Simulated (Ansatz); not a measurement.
# SiGe (singlet): from Hartree-Fock to the top rungs, aug-cc-pVDZ

An exercise on one series of results from a longer session: the logs are not shown, and one member is left open.

The runs use Ansatz 0.2.0, Gaussian basis; aug-cc-pVDZ, core rule «outside noble gas», up to 19 orbitals frozen.

To be run: UHF; CCSD(T) on RHF; CCSD(T) on UHF; BCCD(T) on RHF; CISD; CCSDT(Q) on RHF; CCSDT(Q) on UHF; CASSCF and MRCISD+Q, 8 electrons in 8 orbitals; CASSCF and NEVPT2, 8 electrons in 8 orbitals.

12 further runs of the same task are left out: 5 that didn't finish, 7 set aside as unsound or not needed.

## The geometry

The geometry is a PBE0/def2-TZVPD stationary point (not a proven minimum) of the parent state, kept for this charge and spin. No spin-orbit coupling is included. The filled d shell of Ge may be among the frozen orbitals whatever the setting's name suggests; the logs give the count.

2 atoms, charge 0, spin multiplicity 1.

Atoms are counted from 1 here; the program's logs count them from 0.

Bond lengths: Si1–Ge2 2.228 Å.

The first run:

Input file in.yaml:

```yaml
crystal:
  periodic: [false, false, false]
  atoms:
    - {symbol: Si, position_ang: [0.000000, 0.000000, 0.000000]}
    - {symbol: Ge, position_ang: [0.000000, 0.000000, 2.227700]}
basis:
  gaussian: {orbitals: aug-cc-pVDZ}
magnetization: {spin_polarized: true, initial_magnetization: 0}
hamiltonian: {xc: hf}
output: {orbitals: {seedname: orbitals}}
```

The run is started by

```bash
$ ansatz run in.yaml --threads 1 --pin off --events-out ev --progress --plain --max-ram 2393MiB
```

Among the steps run: UHF; CCSD(T) on RHF; CCSD(T) on UHF; BCCD(T) on RHF; CISD; CCSDT(Q) on RHF; CCSDT(Q) on UHF; CASSCF and MRCISD+Q, 8 electrons in 8 orbitals; CASSCF and NEVPT2, 8 electrons in 8 orbitals.

One table of the session follows, with a row left open; its other results are not shown here.

```
          method  from RCCSDT(Q) (kcal/mol)
             RHF                    +117.05
             UHF                     +96.87
            RMP2                     +30.66
            UMP2                     +18.28
            CISD                     +18.18
           RCCSD                          ?
           UCCSD                      -1.82
        RCCSD(T)                      +3.03
        UCCSD(T)                      -7.00
         BCCD(T)                      +3.04
          RCCSDT                      +1.36
          UCCSDT                     -11.08
       RCCSDT(Q)                          0
       UCCSDT(Q)                     -12.94
  CASSCF valence                     +70.85
  NEVPT2 valence                     +22.06
  MRCISD valence                      +8.06
MRCISD+Q valence                      +2.84
```

Q: Estimate the row for RCCSD from the others.

As computed: from RCCSDT(Q) (kcal/mol): +8.42. In the column «from RCCSDT(Q) (kcal/mol)» it lies between MRCISD valence (+8.06) and CISD (+18.18).

The program flags UCCSD(T), UCCSDT(Q) as in doubt (see the logs), so those rows may rest on another solution; read them beside their warnings.

Limits of these values: The determinant is far from a pure spin state, so its energy mixes those of several spin states (harmless only where they are near-degenerate, as at dissociation). The program flags UCCSD(T), UCCSDT(Q) as in doubt, so those rows may rest on another solution; read them beside their warnings. Warnings: restricted reference is unstable; spin contamination. Restricted and unrestricted rows rest on different reference determinants; where their highest levels disagree by more than a few hundredths of an eV, they describe different states and don't form one ladder.
